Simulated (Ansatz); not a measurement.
**GeH4O2 (SMILES [OH][GeH2][OH]): B3LYP/6-31G(d) (Cartesian functions)**

What is the vertical singlet–triplet gap of GeH4O2 at B3LYP/6-31G* (Cartesian functions)? 

The calculation is run with Ansatz 0.2.0.

53 further runs of the same task are left out: 53 set aside as unsound or not needed.

### Step 1. The structure to begin with

GeH4O2: 7 atoms, total charge 0, spin state singlet. As SMILES, `[OH][GeH2][OH]`. The shape is that of a PBE0-D4/def2-TZVP optimisation. This is one conformer, not always the lowest.

Bond lengths: O1–Ge2 1.776 Å, Ge2–O3 1.773 Å, O1–H4 0.959 Å, Ge2–H5 1.543 Å, Ge2–H6 1.525 Å, O3–H7 0.959 Å. Angles: O1–Ge2–O3 110.8°, O1–Ge2–H5 108.6°, O1–Ge2–H6 106.6°, O3–Ge2–H5 109.7°, O3–Ge2–H6 104.9°, Ge2–O1–H4 113.3°, Ge2–O3–H7 113.6°, H5–Ge2–H6 116.1°.

### Step 2. A single-point energy at B3LYP/6-31G(d) (Cartesian functions)

job.yaml

```yaml
crystal:
  periodic: [false, false, false]
  atoms:
    - {symbol: O, position_ang: [-1.491300, -0.416000, -0.173900]}
    - {symbol: Ge, position_ang: [0.023500, 0.377000, 0.305300]}
    - {symbol: O, position_ang: [1.347400, -0.798900, 0.400600]}
    - {symbol: H, position_ang: [-1.634900, -0.418700, -1.122100]}
    - {symbol: H, position_ang: [0.363400, 1.460500, -0.739100]}
    - {symbol: H, position_ang: [-0.172500, 0.863100, 1.737300]}
    - {symbol: H, position_ang: [1.625600, -1.135200, -0.453800]}
basis:
  gaussian:
    orbitals: "6-31G*"
accuracy: high
output: {orbitals: {seedname: orbitals}}
hamiltonian:
  xc: {name: B3LYP}
```

Started as:

```
$ ansatz run job.yaml --threads 1 --pin off --max-ram 3480MiB --events-out events.jsonl --progress --plain --runs-dir runs
```

Standard output:

```text
Warning: RAYON_NUM_THREADS=1 ignored (pool sized by the plan → 1); use --threads N
Functional definition: B3LYP
  name "B3LYP"
  parameter a0 = 0.2
  parameter ax = 0.72
  parameter ac = 0.81
  exchange = (1 - a0 - ax)*slater_x + ax*b88_x + a0*exact_x
  correlation = (1 - ac)*vwn_rpa_c + ac*lyp_c
1480 factors; integrals over basis functions are off by at most 4.0e-9 eV
mean field evaluation 1: about -60662.9289 eV, gradient 7.2e1 eV
mean field evaluation 2: about -60639.7782 eV, gradient 1.3e2 eV
mean field evaluation 4: about -60671.4220 eV, gradient 1.6e0 eV
mean field evaluation 8: about -60671.5248 eV, gradient 2.4e-1 eV
mean field evaluation 16: about -60671.5249 eV, gradient 9.3e-6 eV
mean field -60671.52492121 eV, -2229.6374162180 hartree, gradient 3.8e-8 eV, S^2 0.000000; 0 other end points of the search recorded, 0 dependent functions left out
reference -60671.52495928 eV, -2229.6374176168 hartree; 26, 26 occupied and 47, 47 virtual orbitals, 1480 factors
Total energy: -60671.52495928 eV, -2229.6374176168 hartree
```

Run time: 5.1 s. Hardware: 1 thread of Arm Neoverse V2, shared host; peak memory 0.22 GiB.

### Step 3. The triplet at the same level

job.yaml: that of step 2 with these lines changed.

```diff
@@ -13,5 +13,9 @@
     orbitals: "6-31G*"
-accuracy: high
-output: {orbitals: {seedname: orbitals}}
+magnetization:
+  spin_polarized: true
+  initial_magnetization: 2
 hamiltonian:
   xc: {name: B3LYP}
+accuracy: high
+output:
+  orbitals: {seedname: orbitals}
```

Started as:

```
$ ansatz run job.yaml --threads 1 --pin off --max-ram 3480MiB --events-out events.jsonl --progress --plain --runs-dir runs
```

Standard output:

```text
Warning: RAYON_NUM_THREADS=1 ignored (pool sized by the plan → 1); use --threads N
[... 7 set-up lines as earlier in the session ...]
1481 factors; integrals over basis functions are off by at most 4.0e-9 eV
mean field evaluation 1: about -60653.0530 eV, gradient 5.4e1 eV
mean field evaluation 2: about -60584.2313 eV, gradient 1.3e2 eV
mean field evaluation 4: about -60657.9253 eV, gradient 3.5e1 eV
mean field evaluation 8: about -60664.5351 eV, gradient 2.2e0 eV
mean field evaluation 16: about -60664.7146 eV, gradient 2.9e-1 eV
mean field evaluation 32: about -60664.7168 eV, gradient 6.3e-4 eV
mean field evaluation 64: about -60664.5919 eV, gradient 4.8e0 eV
mean field -60664.71677131 eV, -2229.3872213237 hartree, gradient 7.7e-8 eV, S^2 2.006387; 7 other end points of the search recorded, 0 dependent functions left out
reference -60664.71681129 eV, -2229.3872227929 hartree; 27, 25 occupied and 46, 48 virtual orbitals, 1481 factors
Total energy: -60664.71681129 eV, -2229.3872227929 hartree
```

It took 27 s on 1 thread of Arm Neoverse V2, shared host; peak memory 0.34 GiB.

### Step 4. Results

At B3LYP/6-31G* (Cartesian functions):

| quantity | value |
| --- | --- |
| singlet: total energy | -2229.63742 Eh |
| singlet: HOMO energy | -8.10 eV |
| singlet: LUMO energy | 0.36 eV |
| singlet: HOMO–LUMO gap | 8.46 eV |
| triplet: total energy | -2229.38722 Eh |
| triplet: HOMO energy (highest over α and β) | -1.80 eV |
| triplet: ⟨S²⟩ | 2.006 |
| vertical energy of the triplet above the singlet | 6.808 eV |

What this shows: At this shape the triplet lies 6.81 eV (657 kJ/mol) above the singlet.
